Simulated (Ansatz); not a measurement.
# MgI2: how the settings move a single-point run

Aim: see which settings change the result for MgI2, by how much, and at what cost.

The COD entry's cell or inner coordinates are ideal or old and differ from later refinements, so a difference from it is no clean test against experiment.

Program: Ansatz 0.2.0. Level of theory: reference: DFT, r2SCAN, PAW with Ansatz's default frozen-core files, scalar-relativistic. These are calculated values, not measurements.

1 further run of the same task is left out (it didn't finish).

## (1) The system as given

Symmetry: Cm, No. 8, monoclinic system. The conventional cell has a = 7.171 Å, b = 4.140 Å, c = 6.880 Å, α = 90.00°, β = 90.00°, γ = 90.00°. Mg (site symmetry m) has 6 I at 2.77 to 3.03 Å as nearest neighbours. I (site symmetry m) is surrounded by 3 Mg at 2.77 to 2.95 Å. I (site symmetry m) is surrounded by 3 Mg at 2.95 to 3.03 Å.

Cell or atoms stand a little off a more symmetric structure (P-3m1 at a tolerance of 0.3 Å), so results at this geometry aren't those of that ideal crystal.

Structure file:

```cif
data_structure
_symmetry_space_group_name_H-M 'P 1'
_symmetry_Int_Tables_number 1
_cell_length_a 4.1400
_cell_length_b 4.1400
_cell_length_c 6.8800
_cell_angle_alpha 90.000
_cell_angle_beta 90.000
_cell_angle_gamma 120.000
_cell_volume 102.12
loop_
_atom_site_label
_atom_site_type_symbol
_atom_site_fract_x
_atom_site_fract_y
_atom_site_fract_z
_atom_site_occupancy
Mg1 Mg 0.98000 0.99000 0.00750 1
I1 I 0.35333 0.67667 0.24250 1
I2 I 0.66667 0.33333 0.75000 1
```

## (2) The reference run

input.yaml reads:

```yaml
crystal:
  lattice:
    - [4.14, 0.0, 0.0]
    - [-2.07, 3.5853451717, 0.0]
    - [0.0, 0.0, 6.88]
  atoms:
    - { symbol: Mg, position: [-0.02, -0.01, 0.0075] }
    - { symbol: I, position: [0.3533333333, 0.6766666667, 0.2425] }
    - { symbol: I, position: [0.6666666667, 0.3333333333, 0.75] }
kpoints:
  mp_grid: { grid: [7, 7, 4] }
scf:
  occupations: { method: fermi_dirac, width: 0.03 }
hamiltonian:
  xc: r2scan
  pseudopotentials: { kind: paw }
output:
  forces: true
  stress: true
  eigenvalues: true
  efg: { contact_densities: true }
  populations: true
  write_density: true
  write_potential: true
  elf: true
  volumetric_format: npy
```

Started as:

```
> ansatz run input.yaml --threads 1 --pin off --max-ram 3072MiB --backend cpu --events-out ev --progress --plain --runs-dir out
```

## (3) Changing settings: mp_grid.grid [2, 2, 1]

Changes to input.yaml since step 2:

```diff
@@ -10,3 +10,3 @@
 kpoints:
-  mp_grid: { grid: [7, 7, 4] }
+  mp_grid: { grid: [2, 2, 1] }
 scf:
@@ -22,5 +22 @@
   populations: true
-  write_density: true
-  write_potential: true
-  elf: true
-  volumetric_format: npy
```

**Question.** What will these runs give? Wanted: for each run, ending; energy change; pressure; gap; force.

As calculated:

| run | ending | energy change | pressure (GPa) | gap (eV) | force (eV/Å) | cycles | time |
| --- | --- | --- | --- | --- | --- | --- | --- |
| reference | converged | 0 | 0.7 | 4.07 | 0.59 | 6 | 27 s |
| 1: mp_grid.grid [2, 2, 1] | converged | +262.4 meV/atom | 2.9 | 4.11 | 0.56 | 7 | 6.2 s |

Times don't compare one to one where runs were asked for different outputs or read a saved state (see the inputs); cycles may leave out searches for a lower state.

Residual by cycle in the longest SCF loop of each run; runs are numbered as in the table. The quantity is the density residual dr2, in eV.

| cycle | reference | run 1 |
| --- | --- | --- |
| 1 | 0.0163 | 0.0641 |
| 2 | 0.00481 | 0.0197 |
| 3 | 2.9e-4 | 7.0e-4 |
| 4 | 1.3e-5 | 7.5e-5 |
| 5 | 2.3e-7 | 5.7e-6 |
| 6 | 3.6e-8 | 3.2e-7 |
| 7 | - | 1.4e-8 |

Changing the k-point mesh moves the energy by +262.4 meV/atom, and the pressure goes from 0.7 to 2.9 GPa, the gap on the mesh goes from 4.07 to 4.11 eV and the largest force goes from 0.59 to 0.56 eV/Å. Sampling errors of the energy have no fixed sign. A gap read on a mesh depends on which points the mesh holds, and a coarse mesh shifts the density too. The gap of the reference lacks spin-orbit coupling, though the cell holds I.

The gaps are Kohn-Sham values of a semilocal functional, not quasiparticle or optical gaps. Such gaps usually fall short of the measured ones; spin-orbit coupling, left out here, narrows gaps with I, so the two errors partly cancel.
